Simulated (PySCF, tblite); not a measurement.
# C3H11AlOS2: geometry, infrared bands and NMR shifts

What infrared bands and NMR shifts should C3H11AlOS2 (`C[S@@](=O)C[S@+](C)[AlH3-]`) show?

The runs use tblite 0.8.0 and PySCF 2.14.0, with density-fitted response routines of our own; the level of theory stands in each step. All values are computed, except where a source is named. Atoms are numbered from 0 throughout.

## 1. The starting structure

18 atoms, charge 0, multiplicity 1; geometry from: force field or distance geometry start.

Bonds of the start (Å): C0–S1 1.81, S1–O2 1.52, S1–C3 1.80, C3–S4 1.79, S4–C5 1.79, S4–Al6 2.22, C0–H7 1.11, C0–H8 1.11, C0–H9 1.11, C3–H10 1.11, C3–H11 1.10, C5–H12 1.10, C5–H13 1.10, C5–H14 1.10, Al6–H15 1.61, Al6–H16 1.60, Al6–H17 1.60.

## 2. Optimising the geometry with GFN2-xTB

Job settings and geometry (Å):

```
{"job": {"kind": "relax", "xc": "GFN2-xTB", "basis": "xTB"}, "charge": 0, "multiplicity": 1}
C      2.773200    -0.526800     0.204300
S      1.646100     0.590900     1.076800
O      2.472100     1.863500     1.227400
C      0.383300     1.026900    -0.131600
S     -0.681000    -0.379200    -0.411100
C     -1.747700    -0.038100    -1.804800
Al    -1.926100    -0.811700     1.378700
H      3.653800    -0.736900     0.844700
H      3.105100    -0.053600    -0.739700
H      2.233700    -1.474100    -0.019800
H     -0.224200     1.864100     0.260600
H      0.862700     1.320300    -1.073500
H     -1.130500     0.161900    -2.692400
H     -2.364200     0.851000    -1.583500
H     -2.400700    -0.904300    -1.988600
H     -1.001400    -1.422000     2.542900
H     -2.594400     0.543200     1.902200
H     -3.068600    -1.868700     0.995600
```

Launch:

```console
> OMP_NUM_THREADS=1 python probes_run.py task.json out
```

One launch serves the whole session: the jobs run in the order shown.

**Question.** This job is followed by: GFN2-xTB harmonic vibrations, gas phase; GIAO PBE0/pcSseg-1 NMR shielding, non-relativistic, gas phase. What will the session give for the following? strongest single infrared mode (GFN2-xTB); zero-point energy (GFN2-xTB); ¹³C shifts against TMS (PBE0/pcSseg-1); ¹H shifts against TMS (PBE0/pcSseg-1, means over atoms taken as alike); ³³S shifts against CS2 (PBE0/pcSseg-1); ¹⁷O shifts against H2O (PBE0/pcSseg-1); ²⁷Al shifts against AlH4- (PBE0/pcSseg-1); surface potential, 1st and 99th percentile.

The runs gave:

```
                                                              quantity                             value
                             strongest single infrared mode (GFN2-xTB)              820 cm⁻¹, 478 km/mol
                                          zero-point energy (GFN2-xTB)                     79.5 kcal/mol
                                ¹³C shifts against TMS (PBE0/pcSseg-1)              61.6, 43.2, 31.3 ppm
¹H shifts against TMS (PBE0/pcSseg-1, means over atoms taken as alike)  4.39, 3.58, 2.81, 2.66, 2.40 ppm
                                ³³S shifts against CS2 (PBE0/pcSseg-1)                     348, -128 ppm
                                ¹⁷O shifts against H2O (PBE0/pcSseg-1)                          98.9 ppm
                             ²⁷Al shifts against AlH4- (PBE0/pcSseg-1)                          77.6 ppm
                                 surface potential, 1st and 99th percentile                -1.88 V and 1.60 V
```

**Reading.** Over 172 steps the energy fell by 1.368 eV; of the close pairs, S4–Al6 changed most, 2.223 to 2.493 Å. No mode is imaginary among the 48: a minimum at this level. The strongest single mode, at 820 cm⁻¹, moves mainly H16 and H15. Unscaled tight-binding wavenumbers are off by several per cent, some by more. Its intensities can rank the bands wrongly. At PBE0/pcSseg-1: Shielding is most anisotropic at S1 (span 488 ppm, paramagnetic term -897 ppm). By nearest atom (PBE0/pcSseg-1), the HOMO sits on O2 33 %; S1 20 % and the LUMO on S1 20 %; S4 14 %.
